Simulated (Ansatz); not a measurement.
# GeH (doublet): wave-function methods side by side, cc-pVTZ

Aim: climb from Hartree-Fock through coupled cluster and multireference methods for GeH (doublet) at one geometry and basis, and see what each rung misses.

Program: Ansatz 0.2.0, Gaussian basis. Level of theory: cc-pVTZ, core rule «outside noble gas», up to 14 orbitals frozen. These are calculated values, not measurements.

To be run: UHF; CCSD(T) on ROHF; CCSD(T) on UHF; BCCD(T) on ROHF; CISD; CCSDT(Q) on ROHF; CCSDT(Q) on UHF; CASSCF and MRCISD+Q, 5 electrons in 5 orbitals; CASSCF and NEVPT2, 5 electrons in 5 orbitals; Full CI.

11 further runs of the same task are left out: 2 that didn't finish, 9 set aside as unsound or not needed.

## Step 1: What is computed

The geometry is a PBE0/def2-TZVP stationary point (not a proven minimum). No spin-orbit coupling is included. The filled d shell of Ge may be among the frozen orbitals whatever the setting's name suggests; the logs give the count.

2 atoms, charge 0, spin multiplicity 2.

Atoms are counted from 1 here; the program's logs count them from 0.

Bond lengths: Ge1–H2 1.601 Å.

As a file:

```xyz
2
charge 0, multiplicity 2
Ge    0.0000    0.0000    0.0000
H     0.0000    0.0000    1.6012
```

## Step 2: UHF

in.yaml

```yaml
crystal:
  periodic: [false, false, false]
  atoms:
    - {symbol: Ge, position_ang: [0.000000, 0.000000, 0.000000]}
    - {symbol: H, position_ang: [0.000000, 0.000000, 1.601240]}
basis:
  gaussian: {orbitals: cc-pVTZ}
magnetization: {spin_polarized: true, initial_magnetization: 1}
hamiltonian: {xc: hf}
output: {orbitals: {seedname: orbitals}}
```

Run with:

```
> ansatz run in.yaml --threads 1 --pin off --events-out ev --progress --plain --max-ram 2393MiB
```

Further steps of the session: CCSD(T) on ROHF; CCSD(T) on UHF; BCCD(T) on ROHF; CISD; CCSDT(Q) on ROHF; CCSDT(Q) on UHF; CASSCF and MRCISD+Q, 5 electrons in 5 orbitals; CASSCF and NEVPT2, 5 electrons in 5 orbitals; Full CI.

Before running them: what should the planned runs give, taken together? Wanted: FCI below the RHF energy; RMP2 from FCI; UMP2 from FCI; RCCSD from FCI; RCCSD(T) from FCI; UCCSD(T) from FCI; RCCSDT(Q) from FCI; UCCSDT(Q) from FCI; NEVPT2 valence from FCI.

The runs gave:

```
                         quantity                                                                                value
         FCI below the RHF energy                                                                           -2.8151 eV
                    RMP2 from FCI                                                                         +62.0 kJ/mol
                    UMP2 from FCI                                                                         +63.0 kJ/mol
                   RCCSD from FCI                                                                          +8.6 kJ/mol
                RCCSD(T) from FCI                                                                          +1.7 kJ/mol
                UCCSD(T) from FCI                                                                          +1.4 kJ/mol
               RCCSDT(Q) from FCI                                                                           0.0 kJ/mol
               UCCSDT(Q) from FCI                                                                          -0.4 kJ/mol
          NEVPT2 valence from FCI                                                                         +50.5 kJ/mol
        MRCISD+Q valence from FCI                                                                          +0.1 kJ/mol
levels within 1 kcal/mol (43 meV)  RCCSD(T), UCCSD(T), BCCD(T), RCCSDT, UCCSDT, RCCSDT(Q), UCCSDT(Q), MRCISD+Q valence
                    T1 diagnostic                                                                                0.020
   effectively unpaired electrons                                                                                 1.06
```

RCCSD(T) lands +1.7 kJ/mol from the yardstick (0.6 % of the correlation energy). UCCSDT, UCCSDT(Q) fall below full CI: unrestricted runs freeze a spin-polarised core, another one than full CI's, and coupled cluster isn't variational. One determinant dominates. Of the multireference levels listed MRCISD+Q valence comes nearest in total energy (+0.1 kJ/mol), which doesn't show that its space is the better one. These misses are within one basis, not against nature; the frozen cores of restricted and unrestricted runs differ, which can shift their rows.
